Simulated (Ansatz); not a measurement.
**GeH₂S: vertical ionisation energy**

An exercise on one series of results from a longer session: the logs are not shown, and one member is left open.

Method: unrestricted cation, the program's frozen cores in correlated methods; program: Ansatz 0.2.0, Gaussian basis.

Plan: UKS PBE-D4/def2-TZVPP; UKS r2SCAN-D4/def2-TZVPP; UKS PBE0-D4/def2-TZVPP; UKS B3LYP-D4/def2-TZVPP; UKS wB97X-V/def2-TZVPP; UKS wB97M-V/def2-TZVPP; UKS B2PLYP/def2-TZVPP; UHF-CCSD(T)/def2-TZVPP; UHF-CCSD(T)/def2-QZVPP; extrapolation to the limit; then −ε(HOMO) from the neutral's earlier runs with LDA (SPW92), PBE-D4, revPBE-D4, BLYP-D4, r2SCAN-D4, B97M-V, PBE0-D4, B3LYP-D4, r2SCANh-D4, r2SCAN0-D4, HSE06-D4, BHLYP-D4, CAM-B3LYP-D4, LC-ωPBE, ωB97X-V, ωB97M-V.

### Structure used throughout

The geometry comes from an earlier relaxation with PBE0-D4 in a triple-zeta def2 set; it is a stationary point.

SMILES `[SH][GeH]`, 4 atoms, charge 0, spin multiplicity 1.

Atoms are counted from 1 here; the program's logs count them from 0.

Bond lengths: S1–Ge2 2.225 Å, S1–H3 1.342 Å, Ge2–H4 1.595 Å. Angles: Ge2–S1–H3 100.2°, S1–Ge2–H4 93.7°.

The first run:

in.yaml

```yaml
crystal:
  periodic: [false, false, false]
  atoms:
    - {symbol: S, position_ang: [-0.443273, -1.201847, 0.271669]}
    - {symbol: Ge, position_ang: [-0.841670, 0.737867, -0.743626]}
    - {symbol: H, position_ang: [0.779209, -0.962093, 0.771177]}
    - {symbol: H, position_ang: [0.561234, 1.365874, -0.319420]}
basis:
  gaussian: {orbitals: def2-TZVPP}
total_charge: 1
magnetization: {spin_polarized: true, initial_magnetization: 1}
hamiltonian: {xc: pbe, dispersion: d4}
```

Run with:

```sh
> ansatz run in.yaml --threads 2 --pin off --events-out ev --progress --plain --max-ram 32768MiB --backend cpu
```

Steps of the session up to this table: Cation, UKS PBE-D4/def2-TZVPP; Cation, UKS r2SCAN-D4/def2-TZVPP; Cation, UKS PBE0-D4/def2-TZVPP; Cation, UKS B3LYP-D4/def2-TZVPP; Cation, UKS wB97X-V/def2-TZVPP; Cation, UKS wB97M-V/def2-TZVPP; Cation, UKS B2PLYP (frozen core)/def2-TZVPP; Cation, UHF-CCSD(T)/def2-TZVPP; Cation, UHF-CCSD(T)/def2-QZVPP.

One table of the session follows, with a row left open; its other results are not shown here.

It belongs to the step «Ionisation energies side by side». Orbital estimates, from the neutral's runs:

```
  functional  −ε(HOMO) (eV)
 LDA (SPW92)              ?
      PBE-D4           6.05
   revPBE-D4           6.01
     BLYP-D4           5.93
   r2SCAN-D4           6.33
      B97M-V           6.29
     PBE0-D4           7.12
    B3LYP-D4           6.94
  r2SCANh-D4           6.71
  r2SCAN0-D4           7.30
    HSE06-D4           6.72
    BHLYP-D4           8.06
CAM-B3LYP-D4           8.40
     LC-ωPBE           9.70
     ωB97X-V           9.36
     ωB97M-V           9.24
```

Q: Estimate the row for LDA (SPW92) from the others.

As computed: −ε(HOMO) (eV): 6.16. In the column «−ε(HOMO) (eV)» it lies between PBE-D4 (6.05) and B97M-V (6.29).
